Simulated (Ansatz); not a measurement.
# CaTi2P2, relaxed

Wanted: the geometry at rest of CaTi2P2 (a structure type of another compound, with these elements put in), relaxing cell and atoms, and its electronic structure there.

All numbers below are computed with Ansatz 0.2.0 (DFT, r2SCAN, no spin polarisation, plane waves, PAW).

### Step 1. The system as given

The structure is trigonal, space group P-3m1 (No. 164). The conventional cell has a = 4.021 Å, b = 4.021 Å, c = 6.610 Å, α = 90.00°, β = 90.00°, γ = 120.00°. Around Ti (site symmetry 3m) lie 4 P at 2.46 to 2.62 Å. Ca (site symmetry -3m) has 6 P at 2.81 Å as nearest neighbours. P (site symmetry 3m) has 4 Ti at 2.46 to 2.62 Å and 3 Ca at 2.81 Å as nearest neighbours.

Structure file:

```
CELL_PARAMETERS angstrom
2.01044 3.48218 0.00000
-2.01044 3.48218 0.00000
0.00000 0.00000 6.60996
ATOMIC_POSITIONS crystal
Ti 0.33330 0.33340 0.63690
Ti 0.66670 0.66660 0.36310
Ca 0.00000 0.00000 0.00000
P 0.33330 0.33340 0.24050
P 0.66670 0.66660 0.75950
```

It starts from an earlier solution of the starting cell (checkpoint.read).

### Step 2. The relaxation

Contents of input.yaml:

```yaml
crystal:
  lattice:
    - [2.010438, 3.482181, 0.0]
    - [-2.010438, 3.482181, 0.0]
    - [0.0, 0.0, 6.609956]
  atoms:
    - { symbol: Ti, position: [0.3333, 0.3334, 0.6369] }
    - { symbol: Ti, position: [0.6667, 0.6666, 0.3631] }
    - { symbol: Ca, position: [0.0, 0.0, 0.0] }
    - { symbol: P, position: [0.3333, 0.3334, 0.2405] }
    - { symbol: P, position: [0.6667, 0.6666, 0.7595] }
  symmetry: { tolerance: 0.0003 }
kpoints:
  mp_grid: { grid: [6, 6, 4], shift: [0, 0, 0] }
magnetization:
  spin_polarized: false
scf:
  occupations: { method: methfessel_paxton, width: 0.1649 }
  lower_state_search: "off"
hamiltonian:
  pseudopotentials: { kind: paw }
  xc: r2scan
basis:
  ecutwfc: 500
  fft_grid_basis: typed
relax:
  max_steps: 80
  cell: { p_target: 0.0 }
output:
  forces: true
  stress: true
  eigenvalues: true
  bader: true
  populations: true
  elf: true
  write_potential: true
  volumetric_format: npy
  dos:
    e_range: [-12, 8]
    de: 0.05
    projected: { site_lists: { Ca: [Ca], P: [P], Ti: [Ti] } }
checkpoint:
  read: saved_state
```

The run is started by

```sh
$ ansatz run input.yaml --threads 2 --pin off --max-ram 2560MiB --backend cpu --events-out ev --progress --plain --runs-dir out
```

The log of the run (excerpt; [...] marks lines left out):

```text
Warning: the atoms were moved onto the symmetric positions of the space group found under crystal.symmetry.tolerance 3.0e-4 (fractional; no operation is sought that the atoms, as they stand in a round, miss by more than twice it, and no atom is moved by as much as it), and the run uses [...]
Warning: RAYON_NUM_THREADS=2 ignored (pool sized by the plan → 2); use --threads N
[...]
Pseudopotentials: kind: paw
Pseudopotential: Ti, paw, valence charge 12, recommended cutoff 500 eV (meta_gga), Ti.paw.azcp
Pseudopotential: Ca, paw, valence charge 10, recommended cutoff 500 eV (meta_gga), Ca.paw.azcp
Pseudopotential: P, paw, valence charge 5, recommended cutoff 500 eV (meta_gga), P.paw.azcp
Functional definition: r2SCAN
[...]
Crystal: 5 atoms, lattice volume = 92.549 Å³
Basis set: ecut = 500 eV, 2335 PW (Γ), exchange–correlation on 120×120×200 points (64 copies of the dense FFT grid, shifted against one another)
Bands: 27, of which v1, the nominal top of the filled ones, is band 22 counted from 1 (21 counted from 0)
Symmetry: 12 space group operations
Space group: P-3m1 (ITA 164), of the structure as read, at distance tolerance 1.4e-3 Å
k-points: 24 of 144
[...]
SCF iter   1: F=—  HF=-8353.931440 eV  |F-HF|=—  |Δ(HF+E_count)|=         —  Δρ=1.27e-3  dr2=2.90e-4  dr2_τ=1.43e-3  ethr=2.59e-6  ⟨swp⟩=3.1  Hψ=4648  notcnv=0
[...]
relax step   1: F+E_penalty+E_count = -8353.93647266 eV  Δ(F+E_penalty+E_count) = +0.000e0 eV  max|allowed force component| = 1.067e0 eV/Å  Δτ_max = 0.0000 Å  P = +3.945 GPa  Ω = 92.549 Å³  (7 SCF iters, dr2 threshold 1.00e-7 eV, accepted)
[...]
relax step   2: F+E_penalty+E_count = -8354.24393647 eV  Δ(F+E_penalty+E_count) = -3.075e-1 eV  max|allowed force component| = 7.692e-1 eV/Å  Δτ_max = 0.1438 Å  P = +1.116 GPa  Ω = 98.232 Å³  energy of the carried Pulay correction = -1.651e-3 eV  (9 SCF iters, dr2 threshold 5.00e-7 eV, accepted)
[...]
relax step   3: F+E_penalty+E_count = -8354.27381662 eV  Δ(F+E_penalty+E_count) = -2.988e-2 eV  max|allowed force component| = 3.033e-1 eV/Å  Δτ_max = 0.0241 Å  P = -0.918 GPa  Ω = 100.315 Å³  energy of the carried Pulay correction = -2.233e-3 eV  (8 SCF iters, dr2 threshold 5.00e-7 eV, accepted)
[...]
SCF iter   1: F=—  HF=-8354.277363 eV  |F-HF|=—  |Δ(HF+E_count)|=         —  Δρ=1.90e-3  dr2=6.28e-3  dr2_τ=1.12e-2  ethr=1.43e-5  ⟨swp⟩=2.0  Hψ=4300  notcnv=0
```

### Step 3. More of the same log

The log, continued:

```text
preconditioner: auto → Kerker (q_TF=auto, 2.384 Å⁻¹)  [metal: Δε(μ)=0.089 eV  Ē_g=5.705 eV  σ=0.165 eV  W_gap=0.42  n_scr=22 (ndim 8)  ℏωp=16.7 eV  f_vac=0.000  D(μ)=5.60/eV (n_scr^D=42)]
SCF iter   2: F=—  HF=-8354.290571 eV  |F-HF|=—  |Δ(HF+E_count)|=   1.32e-2  S|Δr|=    0.00e0  Δρ=8.97e-4  dr2=9.52e-4  dr2_τ=7.05e-5  ethr=1.43e-5  ⟨swp⟩=2.0  Hψ=1059  notcnv=0
SCF iter   3: F=—  HF=-8354.290609 eV  |F-HF|=—  |Δ(HF+E_count)|=   3.77e-5  S|Δr|=    0.00e0  Δρ=4.58e-4  dr2=4.11e-4  dr2_τ=9.55e-6  ethr=2.16e-6  ⟨swp⟩=2.4  Hψ=818  notcnv=0
SCF iter   4: F=—  HF=-8354.290618 eV  |F-HF|=—  |Δ(HF+E_count)|=   9.37e-6  S|Δr|=    0.00e0  Δρ=1.35e-4  dr2=2.45e-5  dr2_τ=1.15e-6  ethr=9.35e-7  ⟨swp⟩=2.0  Hψ=834  notcnv=0
SCF iter   5: F=—  HF=-8354.290623 eV  |F-HF|=—  |Δ(HF+E_count)|=   4.93e-6  S|Δr|=    0.00e0  Δρ=5.55e-5  dr2=7.21e-6  dr2_τ=2.55e-7  ethr=5.58e-8  ⟨swp⟩=2.3  Hψ=969  notcnv=0
SCF iter   6: F=-8354.290624 eV  HF=-8354.290624 eV  |F-HF|=1.47e-7  |Δ(HF+E_count)|=   6.62e-7  S|Δr|=    0.00e0  Δρ=1.80e-5  dr2=5.00e-7  dr2_τ=1.06e-8  ethr=1.14e-9  ⟨swp⟩=10.8  Hψ=5427  notcnv=0
SCF 4 converged in 6 iterations: F = -8354.290624 eV  dr2 = 5.00e-7
relax step   4: F+E_penalty+E_count = -8354.29062366 eV  Δ(F+E_penalty+E_count) = -1.681e-2 eV  max|allowed force component| = 4.041e-2 eV/Å  Δτ_max = 0.0247 Å  P = -0.100 GPa  Ω = 98.945 Å³  energy of the carried Pulay correction = -1.852e-3 eV  (6 SCF iters, dr2 threshold 5.00e-7 eV, accepted)
Crystal: 5 atoms, lattice volume = 98.830 Å³
iter 1 solved again at ethr=3.48e-7 eV; its pass at ethr=3.10e-3 eV (dr2=1.53e-4 eV) is discarded
SCF iter   1: F=—  HF=-8354.290071 eV  |F-HF|=—  |Δ(HF+E_count)|=         —  Δρ=4.56e-4  dr2=1.29e-4  dr2_τ=1.38e-3  ethr=3.48e-7  ⟨swp⟩=3.0  Hψ=3838  notcnv=0
preconditioner: auto → Kerker (q_TF=auto, 2.384 Å⁻¹)  [metal: Δε(μ)=0.090 eV  Ē_g=5.698 eV  σ=0.165 eV  W_gap=0.43  n_scr=22 (ndim 8)  ℏωp=16.7 eV  f_vac=0.000  D(μ)=5.50/eV (n_scr^D=42)]
SCF iter   2: F=—  HF=-8354.290909 eV  |F-HF|=—  |Δ(HF+E_count)|=   8.38e-4  S|Δr|=    0.00e0  Δρ=2.23e-4  dr2=1.70e-5  dr2_τ=2.15e-6  ethr=2.92e-7  ⟨swp⟩=2.0  Hψ=1177  notcnv=0
SCF iter   3: F=—  HF=-8354.290920 eV  |F-HF|=—  |Δ(HF+E_count)|=   1.07e-5  S|Δr|=    0.00e0  Δρ=8.54e-5  dr2=6.45e-6  dr2_τ=3.78e-7  ethr=3.86e-8  ⟨swp⟩=2.8  Hψ=1216  notcnv=0
SCF iter   4: F=—  HF=-8354.290921 eV  |F-HF|=—  |Δ(HF+E_count)|=   1.30e-6  S|Δr|=    0.00e0  Δρ=1.58e-5  dr2=4.70e-7  dr2_τ=2.33e-8  ethr=1.47e-8  ⟨swp⟩=2.1  Hψ=850  notcnv=0
SCF iter   5: F=—  HF=-8354.290921 eV  |F-HF|=—  |Δ(HF+E_count)|=   2.36e-8  S|Δr|=    0.00e0  Δρ=9.20e-6  dr2=2.48e-7  dr2_τ=5.36e-9  ethr=2.32e-10  ⟨swp⟩=11.5  Hψ=4856  notcnv=0
SCF iter   6: F=-8354.290921 eV  HF=-8354.290921 eV  |F-HF|=1.54e-9  |Δ(HF+E_count)|=  1.18e-10  S|Δr|=    0.00e0  Δρ=2.47e-6  dr2=1.36e-8  dr2_τ=2.76e-10  ethr=2.32e-10  ⟨swp⟩=7.0  Hψ=4123  notcnv=0
SCF 5 converged in 6 iterations: F = -8354.290921 eV  dr2 = 1.36e-8
relax step   5: F+E_penalty+E_count = -8354.29092092 eV  Δ(F+E_penalty+E_count) = -2.973e-4 eV  max|allowed force component| = 8.835e-3 eV/Å  Δτ_max = 0.0031 Å  P = +0.009 GPa  Ω = 98.830 Å³  energy of the carried Pulay correction = -1.820e-3 eV  (6 SCF iters, dr2 threshold 1.02e-7 eV, accepted)
Crystal: 5 atoms, lattice volume = 98.850 Å³
iter 1 solved again at ethr=3.71e-8 eV; its pass at ethr=3.10e-3 eV (dr2=1.63e-5 eV) is discarded
SCF iter   1: F=—  HF=-8354.290886 eV  |F-HF|=—  |Δ(HF+E_count)|=         —  Δρ=1.27e-4  dr2=1.88e-5  dr2_τ=7.17e-5  ethr=3.71e-8  ⟨swp⟩=3.0  Hψ=3889  notcnv=0
preconditioner: auto → Kerker (q_TF=auto, 2.384 Å⁻¹)  [metal: Δε(μ)=0.088 eV  Ē_g=5.697 eV  σ=0.165 eV  W_gap=0.42  n_scr=22 (ndim 8)  ℏωp=16.7 eV  f_vac=0.000  D(μ)=5.55/eV (n_scr^D=42)]
SCF iter   2: F=—  HF=-8354.290931 eV  |F-HF|=—  |Δ(HF+E_count)|=   4.52e-5  S|Δr|=    0.00e0  Δρ=7.08e-5  dr2=4.98e-6  dr2_τ=2.36e-7  ethr=3.71e-8  ⟨swp⟩=2.0  Hψ=1035  notcnv=0
SCF iter   3: F=—  HF=-8354.290930 eV  |F-HF|=—  |Δ(HF+E_count)|=   1.41e-6  S|Δr|=    0.00e0  Δρ=2.60e-5  dr2=1.24e-6  dr2_τ=5.40e-8  ethr=1.13e-8  ⟨swp⟩=2.1  Hψ=864  notcnv=0
SCF iter   4: F=—  HF=-8354.290930 eV  |F-HF|=—  |Δ(HF+E_count)|=   4.72e-8  S|Δr|=    0.00e0  Δρ=9.15e-6  dr2=1.59e-7  dr2_τ=6.53e-9  ethr=2.81e-9  ⟨swp⟩=2.0  Hψ=813  notcnv=0
SCF iter   5: F=—  HF=-8354.290930 eV  |F-HF|=—  |Δ(HF+E_count)|=   3.04e-8  S|Δr|=    0.00e0  Δρ=4.09e-6  dr2=3.52e-8  dr2_τ=4.94e-10  ethr=3.61e-10  ⟨swp⟩=2.1  Hψ=793  notcnv=0
SCF iter   6: F=-8354.290930 eV  HF=-8354.290930 eV  |F-HF|=2.22e-10  |Δ(HF+E_count)|=   2.24e-8  S|Δr|=    0.00e0  Δρ=1.29e-6  dr2=4.93e-9  dr2_τ=8.87e-11  ethr=1.99e-11  ⟨swp⟩=9.4  Hψ=4143  notcnv=0
SCF 6 converged in 6 iterations: F = -8354.290930 eV  dr2 = 4.93e-9
relax step   6: F+E_penalty+E_count = -8354.29093009 eV  Δ(F+E_penalty+E_count) = -9.162e-6 eV  max|allowed force component| = 5.592e-3 eV/Å  Δτ_max = 0.0012 Å  P = -0.034 GPa  Ω = 98.850 Å³  energy of the carried Pulay correction = -1.825e-3 eV  (6 SCF iters, dr2 threshold 8.77e-9 eV, accepted)
Basis set: ecut = 500 eV, 2539 PW (Γ), exchange–correlation on 120×120×216 points (64 copies of the dense FFT grid, shifted against one another)
Initial wavefunctions: pseudopotential atomic-orbital guess (no wavefunctions were taken with the density)
iter 1 solved again at ethr=1.63e-6 eV; its pass at ethr=3.10e-3 eV (dr2=7.16e-4 eV) is discarded
SCF iter   1: F=—  HF=-8354.292846 eV  |F-HF|=—  |Δ(HF+E_count)|=         —  Δρ=1.84e-4  dr2=2.80e-6  dr2_τ=2.17e-5  ethr=1.63e-6  ⟨swp⟩=3.2  Hψ=5076  notcnv=0
eigensolver tolerance schedule: the retry pair's looser diagonalisation over-reported the residual by 254.53 of it (diagonalisation noise at 0.15 of the residual, at the tolerance the schedule requests for it); recorded, not acted on — ethr = c·dr2/N_el stays at c = 1.0e-1
preconditioner: auto → Kerker (q_TF=auto, 2.384 Å⁻¹)  [metal: Δε(μ)=0.088 eV  Ē_g=5.697 eV  σ=0.165 eV  W_gap=0.42  n_scr=22 (ndim 8)  ℏωp=16.7 eV  f_vac=0.000  D(μ)=5.54/eV (n_scr^D=42)]
SCF iter   2: F=—  HF=-8354.292911 eV  |F-HF|=—  |Δ(HF+E_count)|=   6.54e-5  S|Δr|=    0.00e0  Δρ=9.72e-5  dr2=1.12e-6  dr2_τ=2.46e-6  ethr=6.36e-9  ⟨swp⟩=2.3  Hψ=1136  notcnv=0
SCF iter   3: F=—  HF=-8354.292936 eV  |F-HF|=—  |Δ(HF+E_count)|=   2.47e-5  S|Δr|=    0.00e0  Δρ=1.87e-5  dr2=4.78e-7  dr2_τ=4.34e-8  ethr=2.53e-9  ⟨swp⟩=2.0  Hψ=1077  notcnv=0
SCF iter   4: F=—  HF=-8354.292936 eV  |F-HF|=—  |Δ(HF+E_count)|=   4.00e-8  S|Δr|=    0.00e0  Δρ=4.28e-6  dr2=8.13e-9  dr2_τ=2.74e-9  ethr=1.09e-9  ⟨swp⟩=2.1  Hψ=870  notcnv=0
SCF iter   5: F=—  HF=-8354.292936 eV  |F-HF|=—  |Δ(HF+E_count)|=   1.49e-8  S|Δr|=    0.00e0  Δρ=1.12e-6  dr2=1.87e-9  dr2_τ=1.14e-10  ethr=1.85e-11  ⟨swp⟩=2.2  Hψ=1198  notcnv=0
SCF iter   6: F=—  HF=-8354.292936 eV  |F-HF|=—  |Δ(HF+E_count)|=  3.38e-10  S|Δr|=    0.00e0  Δρ=2.58e-7  dr2=7.46e-11  dr2_τ=3.08e-12  ethr=4.24e-12  ⟨swp⟩=2.0  Hψ=845  notcnv=0
SCF iter   7: F=-8354.292936 eV  HF=-8354.292936 eV  |F-HF|=9.09e-12  |Δ(HF+E_count)|=  9.28e-11  S|Δr|=    0.00e0  Δρ=8.78e-8  dr2=1.29e-11  dr2_τ=2.00e-13  ethr=1.00e-12  ⟨swp⟩=8.7  Hψ=3580  notcnv=0
SCF 7 converged in 7 iterations: F = -8354.292936 eV  dr2 = 1.29e-11
relax step   7: F+E_penalty+E_count = -8354.29293601 eV  Δ(F+E_penalty+E_count) = -2.006e-3 eV  max|allowed force component| = 5.273e-3 eV/Å  Δτ_max = 0.0000 Å  P = -0.030 GPa  Ω = 98.850 Å³  stress off target by 2.99e-2 GPa  SCF on the basis re-selected at this cell (its energy is not comparable with the rows above)  (7 SCF iters)
basis re-selected at this cell: Δ(F+E_penalty+E_count) = -2.006e-3 eV, ΔP = +0.004 GPa vs the last step (what re-selecting the basis moved, of the pressure what is left beyond the Pulay correction that the steps carried, after the strain that the cell walked since its last selection, with what the two solves' SCF thresholds leave and, on support functions, any second-order correction that the steps lacked; it is no measure of the basis error at this ecutwfc). The dense FFT grid was sized anew with the basis: this SCF ran on 30×30×54 points, the steps before it on 30×30×50, so part of this shift can come from that change (see relax.cell in the input reference). This SCF's stress stands 2.99e-2 GPa from its target on what of the cell is left free (relax.cell.stress_tol is 5.00e-2 GPa) and its largest allowed force component is 5.27e-3 eV/Å (relax.f_tol is 1.00e-2 eV/Å): within both
SCF converged after 7 iterations
Stability not checked: this state was not tested for a lower state beside it, because cold or Methfessel-Paxton smearing, or corrected tetrahedra, fill the levels in a way that the test cannot read (fill_not_monotonic; see scf.lower_state_search)
Free energy (F): -8354.292936 eV
Harris-Foulkes:  -8354.292936 eV  (|F-HF|=9.09e-12)
Internal energy: -8354.296470 eV  (E = F + TS)
E sigma→0 (E₀):  -8354.293820 eV
Entropy (-TS):   0.003534 eV (0.707 meV/atom)
Fermi energy:    9.799853 eV
--- Per-component energies (eV) ---
  E_band       = -524.182124
  E_kinetic    = 969.077945
  E_local      = -3083.862362  (includes V_loc(G=0)·N_el)
  E_nonlocal   = 146.356137
  E_hartree    = 1220.419883
  E_xc         = -442.343781
  E_vxc        = -593.427314  (∫ρ·V_xc dr)
  E_paw        = -4130.145343  (= ΣΔE_a)
  E_vpaw       = -438.872429  (= ΣTr[D̂ρ^β])
  E_aug_tail   = 0.000172  (compensation charges beyond the density's cutoff)
  E_vtau       = 35.705925  (kinetic-family band-sum trace: ∫τ·v_τ [+ j·A + Jᵃ·Aᵃ] dr)
  E_ewald      = -3032.889858
  E_core_change = -0.909264  (= ΣΔE_core)
  E_smearing   = 0.003534  (= −TS)
  E_closure    = -0.000000  (closes the sum)
  Σ components = -8354.292936   (vs F -8354.292936, Δ=0.00e0)
--- Forces (eV/Å), atoms counted from 1 ---
  atom   1  Ti     0.00000000     0.00000000     0.00057721
  atom   2  Ti    -0.00000000     0.00000000    -0.00057721
  atom   3  Ca    -0.00000000    -0.00000000     0.00000000
  atom   4  P     -0.00000000    -0.00000000     0.00527295
  atom   5  P      0.00000000     0.00000000    -0.00527295
  max |Σ_I F_I| component: 1.85e-17 eV/Å
--- Stress (GPa, compression-positive) ---
       -0.029488      -0.000000      -0.000000
       -0.000000      -0.029488      -0.000000
       -0.000000       0.000000      -0.029876
  P = ⅓ Tr σ = -0.0296 GPa (-0.296 kbar)
--- Band table (eV; the first three rows and the last of 24) ---
  k-point 0: bands = ["-49.2924", "-49.2192", "-32.8170", "-24.6158", "-24.6158", "-24.4953", "-24.4604", "-24.4604", "-24.3330", "-12.9914", "-12.9499", "-12.9499", "-2.0035", "-1.0257", "4.8694", "6.8000", "6.8000", "6.8120", "7.0389", "7.0389", "9.5916", "9.5916", "11.6222", "11.6557", "11.6557", "12.3522", "12.7584"]
  k-point 1: bands = ["-49.2924", "-49.2192", "-32.8169", "-24.6158", "-24.6158", "-24.4954", "-24.4604", "-24.4604", "-24.3329", "-12.9918", "-12.9499", "-12.9499", "-1.8863", "-1.1807", "5.0616", "6.5939", "6.6747", "6.6747", "7.1820", "7.1820", "9.7091", "9.7091", "11.4200", "11.4200", "11.5587", "12.1277", "12.3160"]
  k-point 2: bands = ["-49.2924", "-49.2192", "-32.8169", "-24.6158", "-24.6158", "-24.4955", "-24.4604", "-24.4604", "-24.3328", "-12.9922", "-12.9499", "-12.9499", "-1.6645", "-1.4394", "5.3226", "6.3060", "6.5985", "6.5985", "7.2761", "7.2761", "9.8573", "9.8573", "11.1869", "11.1869", "11.6931", "11.8261", "12.0274"]
  k-point 23: bands = ["-49.2544", "-49.2544", "-32.8086", "-24.6635", "-24.6284", "-24.6284", "-24.4437", "-24.3416", "-24.3416", "-13.0241", "-13.0241", "-12.9616", "-0.7117", "-0.7117", "5.6013", "5.6013", "5.7983", "6.2518", "7.1413", "7.1413", "8.9832", "9.9037", "10.0564", "10.0564", "10.9445", "11.8669", "11.8669"]
--- Relaxed structure (6 steps of the walk, 6 accepted, 1 SCFs on fresh bases) ---
  F+E_penalty+E_count = -8354.29293601 eV   max|allowed force component| = 5.273e-3 eV/Å   (the final SCF, on the basis selected at the relaxed cell)
  cell:  # Å, volume = 98.8500 Å³
    - [2.006912750573944, 3.4760748503518775, 1.3532129258076763e-33]
    - [-2.006912750573944, 3.4760748503518775, 1.8097468445157185e-33]
    - [-7.50500391409999e-34, 3.0020015656399962e-33, 7.08482221287084]
  atoms:
    - { symbol: Ti, position: [0.3333333333333333, 0.3333333333333333, 0.6211208330108119] }
    - { symbol: Ti, position: [0.6666666666666666, 0.6666666666666666, 0.3788791669891877] }
    - { symbol: Ca, position: [-1.4305957357244615e-34, 2.0021133212155657e-34, -4.118046071574423e-84] }
    - { symbol: P, position: [0.3333333333333333, 0.3333333333333333, 0.26097023254453794] }
    - { symbol: P, position: [0.6666666666666666, 0.6666666666666666, 0.739029767455462] }
--- Löwdin populations: 5 sites ---
  site symbol       q [e]
     0     Ti     11.5002
     1     Ti     11.5002
     2     Ca      8.4289
     3      P      5.9372
     4      P      5.9372
  spilling = 0.015825 (of n_electrons = 44.000000)
--- Bader charges: 5 sites ---
  site symbol  charge [e]  shift [e]
     0     Ti      1.2383     0.0003
     1     Ti      1.2383     0.0003
     2     Ca      1.4126     0.0002
     3      P     -1.9446     0.0003
     4      P     -1.9446     0.0003
  estimated error of the sums over rays = 6.2e-4 e
```

Wall time 70 s (2 threads of Arm Neoverse V1, shared host); peak memory 0.63 GiB.

Step by step:

| step | energy from step 1 (eV/cell) | largest force component (eV/Å) | pressure (GPa) | volume (Å³) |
| --- | --- | --- | --- | --- |
| 1 | 0.0000 | 1.0668 | 3.94 | 92.55 |
| 2 | -0.3075 | 0.7692 | 1.12 | 98.23 |
| 3 | -0.3373 | 0.3033 | -0.92 | 100.31 |
| 4 | -0.3542 | 0.0404 | -0.10 | 98.95 |
| 5 | -0.3544 | 0.0088 | 0.01 | 98.83 |
| 6 | -0.3545 | 0.0056 | -0.03 | 98.85 |
| 7 | -0.3565 | 0.0053 | -0.03 | 98.85 |

Step 1 is the start. Step 7 repeats the geometry before on a plane-wave basis chosen anew for that cell, so the energy can jump there without any move; the table keeps such jumps.

| input's cell | before | after | change |
| --- | --- | --- | --- |
| a (Å) | 4.021 | 4.014 | -0.2 % |
| b (Å) | 4.021 | 4.014 | -0.2 % |
| c (Å) | 6.610 | 7.085 | +7.2 % |
| volume (Å³/atom) | 18.51 | 19.77 | +6.8 % |

The largest move, 0.15 Å, apart from the change of the cell, is shared by several atoms, P4 among them.

### Step 4. Density of states

Counts of states in windows (eV from the Fermi level; tetrahedra), total and projected:

| from | to | total | P p | Ti d |
| --- | --- | --- | --- | --- |
| -4.5 | -4.0 | 2.52 | 1.60 | 0.36 |
| -4.0 | -3.5 | 0.71 | 0.46 | 0.15 |
| -3.5 | -3.0 | 2.78 | 1.94 | 0.65 |
| -3.0 | -2.5 | 4.29 | 3.17 | 0.88 |
| -2.5 | -2.0 | 0.66 | 0.52 | 0.11 |
| -2.0 | -1.5 | 0.00 | 0.00 | 0.00 |
| -1.5 | -1.0 | 0.00 | 0.00 | 0.00 |
| -1.0 | -0.5 | 1.00 | 0.03 | 0.80 |
| -0.5 | 0.0 | 2.85 | 0.09 | 2.47 |
| 0.0 | 0.5 | 1.75 | 0.08 | 1.29 |
| 0.5 | 1.0 | 1.03 | 0.05 | 0.76 |

The bands computed are complete only to about 1.5 eV above the Fermi level.

### Step 5. Atomic charges

Gathered by element (positive charge: electrons given up): Löwdin charges also hold the electrons that the projection spills.

```csv
element,atoms,Bader charge (e),Bader volume (Å³),Löwdin charge (e)
Ti,2,+1.24,12.4,+0.50
Ca,1,+1.41,13.7,+1.57
P,2,-1.94,30.2,-0.94
```

The Löwdin projection spills 1.6 % of the electrons and depends on the orbitals chosen; where it disagrees with Bader's partition, neither is an observable.

### Step 6. Fields in real space

Maps in the plane spanned by a and b at height 0.379 along c (axes of the input's cell), one cell: a runs left to right (12 points from zero), b bottom to top (12 points), 60° apart. Inside the augmentation spheres the fields are the smooth ones.

Valence density. Ten steps from '0' (0.04 e/Å³) to '9' (10.20 e/Å³), finer at the low end (step k begins (100^(k/10) - 1)/99 of the way up):
```
000012442100
000013676310
111113799731
111112699962
222222479974
233333246764
233443322332
123444321111
112344321100
011233321100
001123321100
000112221100
```

ELF. Ten even steps from '0' (0.01) to '9' (0.79):
```
110001220000
121002777200
255202844820
278720740470
289982274472
289998227872
289999820221
289999982000
279999997200
158999998510
125788887521
111222222211
```

Atoms within 0.2 Å of the plane, in fractions of a and b: Ti at (0.67, 0.67).

At the density minimum on some short contacts:

```
contact  length (Å)  minimum at (fraction)  density (e/Å³)   ELF
 Ti1–P5       2.463             none clear               –     –
Ti1–Ti2       2.884                   0.50           0.239  0.41
```

### Step 7. Outcome

| quantity | value |
| --- | --- |
| moves | 5 |
| energy gained | 70.9 meV/atom |
| largest move | 0.15 Å (P) |
| space group (0.01 Å), before / after | P-3m1 / P-3m1 |
| cell | a = 4.014 Å, b = 4.014 Å, c = 7.085 Å, α = 90.00°, β = 90.00°, γ = 60.00° |
| volume | 19.77 Å³/atom (+6.8 %) |
| pressure at the end | -0.03 GPa |
| formation energy (elements from separate runs) | -1.11 eV/atom |
| character | metal |
| density of states, mean within 0.25 eV of the Fermi level | 6.3 per eV per cell |
| Bader charges | Ti +1.24, Ca +1.41, P -1.94 e |

In words: The volume grew by 6.8 %, and the largest move of an atom is 0.15 Å apart from the change of the cell; the energy fell by 70.9 meV per atom. With 12 symmetry operations imposed, the end may be a saddle point towards distortions that break them. It is a metal; within 0.25 eV of the Fermi level the density of states averages 6.3 per eV per cell, mostly Ti d (82 %). Ca loses most charge (+1.41 e on average) and P gains most (-1.94 e). Set against separate runs on the elements (Ti hcp, Ca fcc, P black phosphorus), it forms at -1.11 eV per atom, which says nothing yet of rival compounds.

Limits of this run: many states at the Fermi level without spin polarisation, so a magnetic state may lie lower; the k mesh is coarse for a cell without a gap; wide smearing.
